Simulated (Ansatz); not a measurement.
# CH₄FNOSi: how energies converge with the basis set

One table from this session's results is given with a row withheld; the runs are named, their logs left out.

The runs use Ansatz 0.2.0, Gaussian basis; one geometry, several basis sets.

The runs, in order: PBE0-D4/def2-SVP; ωB97M-V/def2-SVP; PBE0-D4/def2-QZVPP; ωB97M-V/def2-QZVPP; the functionals' def2-TZVPP values are taken from earlier runs.

## The relaxed structure

All runs share one geometry, relaxed beforehand with PBE0-D4 in a triple-zeta def2 set.

SMILES `N[Si]1(F)CO1`, 9 atoms, charge 0, spin multiplicity 1.

Atoms are counted from 1 here; the program's logs count them from 0.

Bond lengths: N1–Si2 1.676 Å, N1–H6 1.004 Å, N1–H7 1.004 Å, Si2–F3 1.585 Å, Si2–C4 1.788 Å, Si2–O5 1.625 Å, C4–O5 1.527 Å, C4–H8 1.088 Å, C4–H9 1.088 Å. Angles: Si2–N1–H6 123.0°, Si2–N1–H7 122.8°, H6–N1–H7 114.0°, N1–Si2–F3 105.9°, N1–Si2–C4 130.4°, N1–Si2–O5 119.4°, F3–Si2–C4 119.8°, F3–Si2–O5 119.7°, C4–Si2–O5 52.9°, Si2–C4–O5 58.1°, Si2–C4–H8 122.7°, Si2–C4–H9 123.7°, O5–C4–H8 111.5°, O5–C4–H9 111.3°, H8–C4–H9 112.7°, Si2–O5–C4 69.0°.

Set-up of the first run:

Input file in.yaml:

```yaml
crystal:
  periodic: [false, false, false]
  atoms:
    - {symbol: N, position_ang: [0.705098, 1.175196, -0.959422]}
    - {symbol: Si, position_ang: [0.282140, -0.293784, -0.272977]}
    - {symbol: F, position_ang: [1.407582, -1.318453, -0.715455]}
    - {symbol: C, position_ang: [-0.738622, -0.656616, 1.149139]}
    - {symbol: O, position_ang: [-1.275087, -0.758118, -0.276496]}
    - {symbol: H, position_ang: [0.094675, 1.972809, -0.965739]}
    - {symbol: H, position_ang: [1.617322, 1.356215, -1.338995]}
    - {symbol: H, position_ang: [-0.733980, -1.625681, 1.643892]}
    - {symbol: H, position_ang: [-1.270527, 0.102230, 1.718953]}
basis:
  gaussian: {orbitals: def2-SVP}
hamiltonian: {xc: pbe0, dispersion: d4}
output: {orbitals: {seedname: orbitals}}
```

The run is started by

```bash
ansatz run in.yaml --threads 2 --pin off --events-out ev --progress --plain --max-ram 4352MiB
```

Steps of the session up to this table: PBE0-D4 in def2-SVP; ωB97M-V in def2-SVP; PBE0-D4 in def2-QZVPP; ωB97M-V in def2-QZVPP.

One of the session's tables, all rows but one given; the rest of the session is left out.

```
functional       basis  HOMO (eV)  LUMO (eV)
   PBE0-D4    def2-SVP      -7.22       0.89
   PBE0-D4  def2-TZVPP          ?          ?
   PBE0-D4  def2-QZVPP      -7.47       0.06
   ωB97M-V    def2-SVP      -9.51       2.63
   ωB97M-V  def2-TZVPP      -9.72       1.93
   ωB97M-V  def2-QZVPP      -9.77       1.36
```

**Question.** Estimate the row for PBE0-D4, def2-TZVPP.

The run gave: HOMO (eV): -7.42; LUMO (eV): 0.39. In the column «HOMO (eV)» it lies between PBE0-D4, def2-QZVPP (-7.47) and PBE0-D4, def2-SVP (-7.22).
